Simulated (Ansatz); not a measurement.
# CH5SSb: the cost of one run

Computed with Ansatz 0.2.0, Gaussian basis. Level: the settings change from run to run.

## (1) The geometry

An earlier PBE0-D4 in a triple-zeta def2 set relaxation fixed the geometry. Sb takes a core potential in def2 sets; no spin-orbit term is included.

8 atoms, charge 0, spin multiplicity 1.

Atoms are counted from 1 here; the program's logs count them from 0.

Bond lengths: S1–C2 1.800 Å, S1–H4 1.345 Å, C2–Sb3 2.179 Å, C2–H5 1.090 Å, C2–H6 1.088 Å, Sb3–H7 1.712 Å, Sb3–H8 1.709 Å. Angles: C2–S1–H4 98.2°, S1–C2–Sb3 108.2°, S1–C2–H5 111.2°, S1–C2–H6 111.7°, Sb3–C2–H5 106.8°, Sb3–C2–H6 108.7°, H5–C2–H6 110.1°, C2–Sb3–H7 92.0°, C2–Sb3–H8 93.4°, H7–Sb3–H8 91.2°.

As a file:

```xyz
8

S    -1.8838    0.3420   -0.0560
C    -0.0910    0.4792   -0.1354
Sb    0.7642   -0.9928    1.2255
H    -2.1898    1.3029   -0.9453
H     0.2456    1.4578    0.2075
H     0.2836    0.2849   -1.1383
H     2.3532   -0.6591    0.6839
H     0.6103   -2.2717    0.1022
```

## (2) wB97X/def2-mTZVPP

This run has atoms shaken by 0.15 Å.

Input file in.yaml:

```yaml
crystal:
  periodic: [false, false, false]
  atoms:
    - {symbol: S, position_ang: [-1.619619, 0.413947, 0.166016]}
    - {symbol: C, position_ang: [-0.296918, 0.526362, 0.067978]}
    - {symbol: Sb, position_ang: [0.900574, -0.825370, 1.324965]}
    - {symbol: H, position_ang: [-2.094119, 1.426131, -0.896532]}
    - {symbol: H, position_ang: [0.485930, 1.418633, 0.325006]}
    - {symbol: H, position_ang: [-0.083789, 0.255110, -1.039931]}
    - {symbol: H, position_ang: [2.317343, -0.849908, 0.567783]}
    - {symbol: H, position_ang: [0.519656, -2.132842, 0.142113]}
basis:
  gaussian: {orbitals: def2-mTZVPP}
hamiltonian: {xc: {name: wB97X}}
output: {forces: true}
```

Run with:

```sh
> ansatz run in.yaml --threads 2 --pin off --events-out ev --progress --plain --max-ram 4352MiB
```

**Question.** How long does this run take on 2 threads of Arm Neoverse V1, shared host, and how much memory does it need?

About 6.5 s, with a peak of 0.28 GiB.
